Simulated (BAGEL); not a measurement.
# UHF/6-31G(d) (density fitting with qzvpp-jkfit, spherical functions) run of BSiH2F2 (SMILES FB(F)[SiH2])

What is the energy change on altering one bond length of BSiH2F2 at UHF/6-31G* (density fitting with qzvpp-jkfit, spherical functions)? 

The results are computed with BAGEL 1.2.2.

2 further runs of the same task are left out: 2 that didn't finish.

**1. The molecule**

The species is BSiH2F2 (6 atoms), meant as a doublet with charge 0. As SMILES, `FB(F)[SiH2]`. The coordinates come from a GFN2-xTB relaxation.

Bond lengths: F1–B2 1.338 Å, B2–F3 1.338 Å, B2–Si4 1.901 Å, Si4–H5 1.459 Å, Si4–H6 1.459 Å. Angles: F1–B2–F3 112.7°, F1–B2–Si4 123.7°, F3–B2–Si4 123.6°, B2–Si4–H5 125.0°, B2–Si4–H6 125.1°, H5–Si4–H6 109.9°.

**2. A single-point energy at UHF/6-31G(d) (density fitting with qzvpp-jkfit, spherical functions)**

File hf.json:

```json
{ "bagel" : [

{
  "title" : "molecule",
  "basis" : "6-31gs.json",
  "df_basis" : "qzvpp-jkfit",
  "angstrom" : true,
  "geometry" : [
    { "atom" : "F", "xyz" : [    1.138830,   -0.662010,    1.575080 ] },
    { "atom" : "B", "xyz" : [    0.528980,   -0.732460,    0.385910 ] },
    { "atom" : "F", "xyz" : [    0.712660,   -1.911280,   -0.220160 ] },
    { "atom" : "Si", "xyz" : [   -0.490810,    0.686850,   -0.361790 ] },
    { "atom" : "H", "xyz" : [   -1.171950,    0.637840,   -1.650550 ] },
    { "atom" : "H", "xyz" : [   -0.717730,    1.981070,    0.271500 ] }
  ]
},
{
  "title" : "uhf",
  "nopen" : 1
},
{
  "title" : "print",
  "file" : "orbitals.molden",
  "orbitals" : true
}

]}
```

The basis set 6-31G* is read from a file made from the Basis Set Exchange's data (not shown).

Launch:

```sh
$ BAGEL_NUM_THREADS=1 BAGEL hf.json > hf.out
```

Standard output:

```text
* using 1 threads per process

  ===============================================================
  ===============================================================

  *** Geometry ***

  { "atom" : "F", "xyz" : [      2.152077,     -1.251018,      2.976470 ] },
  { "atom" : "B", "xyz" : [      0.999627,     -1.384149,      0.729264 ] },
  { "atom" : "F", "xyz" : [      1.346732,     -3.611796,     -0.416042 ] },
  { "atom" : "Si", "xyz" : [     -0.927496,      1.297958,     -0.683684 ] },
  { "atom" : "H", "xyz" : [     -2.214665,      1.205343,     -3.119087 ] },
  { "atom" : "H", "xyz" : [     -1.356313,      3.743680,      0.513061 ] },

  Number of auxiliary basis functions:      393

  Since a DF basis is specified, we compute 2- and 3-index integrals:
    o Being stored without compression. Storage requirement is 0.013 GB

  Number of basis functions:       64
  Number of electrons      :       39

    * METHOD: MOLECULE                             0.11

  *** Open-shell HF ***

  === Nuclear Repulsion ===
   137.9857602518

      * DIIS with orbital gradients will be used.

  === UHF iteration (6-31gs.json) ===
      0       -513.49531035          0.04982849           0.05
      1       -513.63885539          0.03128193           0.05
      2       -513.68151212          0.01870651           0.05
      3       -513.70462085          0.00103729           0.05
      4       -513.70508198          0.00028769           0.05
      5       -513.70515852          0.00014614           0.05
      6       -513.70519769          0.00003676           0.05
      7       -513.70520061          0.00001133           0.05
      8       -513.70520108          0.00000195           0.05
      9       -513.70520113          0.00000057           0.05
     10       -513.70520115          0.00000030           0.05
     11       -513.70520115          0.00000019           0.05
     12       -513.70520116          0.00000009           0.05
     13       -513.70520116          0.00000002           0.05
     14       -513.70520116          0.00000001           0.05
    * SCF iteration converged.

    * S^2 (UHF) is 0.7628

    * Permanent dipole moment:
           (    0.344582,    -0.481056,     0.252298) a.u.

    * METHOD: UHF                                  0.80

    * METHOD: PRINT                                0.01

  ===============================================================
```

Wall time 1.1 s (1 thread of Arm Neoverse V2, shared host).

**3. The distorted shape**

File input.json:

```json
{ "bagel": [

{
  "title": "molecule",
  "basis": "6-31gs.json",
  "df_basis": "qzvpp-jkfit",
  "angstrom": true,
  "geometry": [
    { "atom": "F", "xyz": [    1.046996,   -0.072637,    1.878096 ] },
    { "atom": "B", "xyz": [    0.437146,   -0.143087,    0.688926 ] },
    { "atom": "F", "xyz": [    0.712660,   -1.911280,   -0.220160 ] },
    { "atom": "Si", "xyz": [   -0.582644,    1.276223,   -0.058774 ] },
    { "atom": "H", "xyz": [   -1.263784,    1.227213,   -1.347534 ] },
    { "atom": "H", "xyz": [   -0.809564,    2.570443,    0.574516 ] }
  ]
},
{ "title": "uhf", "nopen": 1 },
{ "title": "print", "file": "orbitals.molden", "orbitals": true }

]}
```

The basis set 6-31G* is read from a file made from the Basis Set Exchange's data (not shown).

Launch:

```sh
$ BAGEL_NUM_THREADS=1 BAGEL input.json > input.out
```

Standard output:

```text
* using 1 threads per process

  ===============================================================
  ===============================================================

  *** Geometry ***

  { "atom" : "F", "xyz" : [      1.978536,     -0.137264,      3.549087 ] },
  { "atom" : "B", "xyz" : [      0.826086,     -0.270395,      1.301881 ] },
  { "atom" : "F", "xyz" : [      1.346732,     -3.611796,     -0.416042 ] },
  { "atom" : "Si", "xyz" : [     -1.101038,      2.411712,     -0.111067 ] },
  { "atom" : "H", "xyz" : [     -2.388206,      2.319096,     -2.546470 ] },
  { "atom" : "H", "xyz" : [     -1.529854,      4.857433,      1.085678 ] },

  Number of auxiliary basis functions:      393

  Since a DF basis is specified, we compute 2- and 3-index integrals:
    o Being stored without compression. Storage requirement is 0.013 GB

  Number of basis functions:       64
  Number of electrons      :       39

    * METHOD: MOLECULE                             0.11

  *** Open-shell HF ***

  === Nuclear Repulsion ===
   123.8838213213

      * DIIS with orbital gradients will be used.

  === UHF iteration (6-31gs.json) ===
      0       -513.24832439          0.05740609           0.05
      1       -513.38894071          0.04763997           0.05
      2       -513.47574223          0.03376876           0.05
      3       -513.56676784          0.00213499           0.05
      4       -513.56777187          0.00090449           0.05
      5       -513.56796157          0.00039095           0.05
      6       -513.56802530          0.00014788           0.05
      7       -513.56805086          0.00005042           0.05
      8       -513.56805911          0.00002065           0.05
      9       -513.56806377          0.00000903           0.05
     10       -513.56806740          0.00000532           0.05
     11       -513.56806926          0.00000212           0.05
     12       -513.56807116          0.00000244           0.05
     13       -513.56807173          0.00000242           0.05
     14       -513.56807124          0.00000243           0.05
     15       -513.56807547          0.00000235           0.05
     16       -513.56808534          0.00000435           0.05
     17       -513.56808552          0.00000717           0.05
     18       -513.56808337          0.00000350           0.05
     19       -513.56808650          0.00000691           0.05
     20       -513.56808129          0.00000245           0.05
     21       -513.56807991          0.00000270           0.05
     22       -513.56808114          0.00000277           0.05
     23       -513.56808330          0.00000303           0.05
     24       -513.56808444          0.00000233           0.05
     25       -513.56808785          0.00000223           0.05
     26       -513.56808917          0.00000173           0.05
     27       -513.56808919          0.00000040           0.05
     28       -513.56808919          0.00000094           0.05
     29       -513.56808919          0.00000081           0.05
     30       -513.56808919          0.00000010           0.05
     31       -513.56808919          0.00000001           0.05
     32       -513.56808919          0.00000001           0.05
     33       -513.56808919          0.00000001           0.05
    * SCF iteration converged.

    * S^2 (UHF) is 0.7666

    * Permanent dipole moment:
           (    0.711325,    -1.933857,    -0.234600) a.u.

    * METHOD: UHF                                  1.72

    * METHOD: PRINT                                0.01

  ===============================================================
```

It took 2 s on 1 thread of Arm Neoverse V2, shared host.

**4. Outcome**

Level: UHF/6-31G* (density fitting with qzvpp-jkfit, spherical functions).

```
                                                         quantity          value
                                        first shape: total energy  -513.70520 Eh
                                       first shape: dipole moment         1.64 D
                                                first shape: ⟨S²⟩          0.763
                                    distorted shape: total energy  -513.56809 Eh
                                   distorted shape: dipole moment         5.27 D
                                            distorted shape: ⟨S²⟩          0.767
energy change with the B2–F3 bond stretched from 1.338 to 2.007 Å       3.731 eV
```

With the B2–F3 bond stretched from 1.338 to 2.007 Å the energy rises by 3.73 eV (86 kcal/mol). The first shape isn't relaxed at this level, so the change isn't measured from a minimum.
